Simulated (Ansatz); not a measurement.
**AlSn: elastic constants with PBEsol**

The system is AlSn.

```xyz
2
Lattice="4.1981 0.0000 0.0000 -2.0991 3.6357 0.0000 0.0000 0.0000 3.3068" Properties=species:S:1:pos:R:3 pbc="T T T"
Sn    0.0000    2.4238    1.6534
Al    0.0000    0.0000    0.0000
```

The cell comes from a database or a generator and needn't be the stable form of this composition.

| Property | Result |
| --- | --- |
| Program | Ansatz 0.2.0 |
| Task | elastic constants |
| Functional | PBEsol |
| Potentials or basis | Ansatz PAW |
| Cutoff | 420 eV (not typed: the program's choice for these potentials) |
| k mesh | 6 × 6 × 8 |
| Occupations | fermi-dirac, width 0.05 eV |
| Spin | no spin polarisation |
| Atoms under strain | relaxed |

```
Pressure               : -1.7 GPa
Band gap on the k mesh : none (metal or under the smearing width)
Voigt bulk modulus     : 49 GPa
```

Stress tensor (GPa, compression positive):
```
-2.04  0.00  0.00
 0.00 -2.04  0.00
 0.00  0.00 -1.03
```

Levels at points of the mesh, in eV from the Fermi level:
```tsv
k point	band 5	band 6	band 7	band 8	band 9	band 10	band 11	band 12
(0.00, 0.00, 0.00)	-21.12	-10.39	-0.14	-0.14	0.77	2.67	3.20	3.20
(0.00, 0.00, -0.50)	-21.06	-7.38	-6.12	2.77	2.77	3.70	3.70	3.84
(0.00, -0.50, 0.00)	-21.12	-8.57	-6.24	-1.75	0.64	4.49	6.57	7.22
(0.00, -0.50, -0.50)	-21.05	-5.70	-4.14	-3.10	-2.24	1.25	2.49	3.75
```

Elastic tensor in Voigt notation (GPa, in the Cartesian axes of the cell as first typed):
```
 81  31   9   0   0   0
 31  81   9   0   0   0
 10  10 175   0   0   0
  0   0   0  32   0   0
  0   0   0   0  32   0
  0   0   0   0   0  25
```

Wall time 36 s on 2 threads of Arm Neoverse V1, on a shared host, peak memory 0.39 GiB.

Caveat: elastic constants of metals need much finer meshes, so these are rough; the PAW data sets come from PBE, with cores solved anew for the run's functional, which leaves a small shift of forces and pressure.
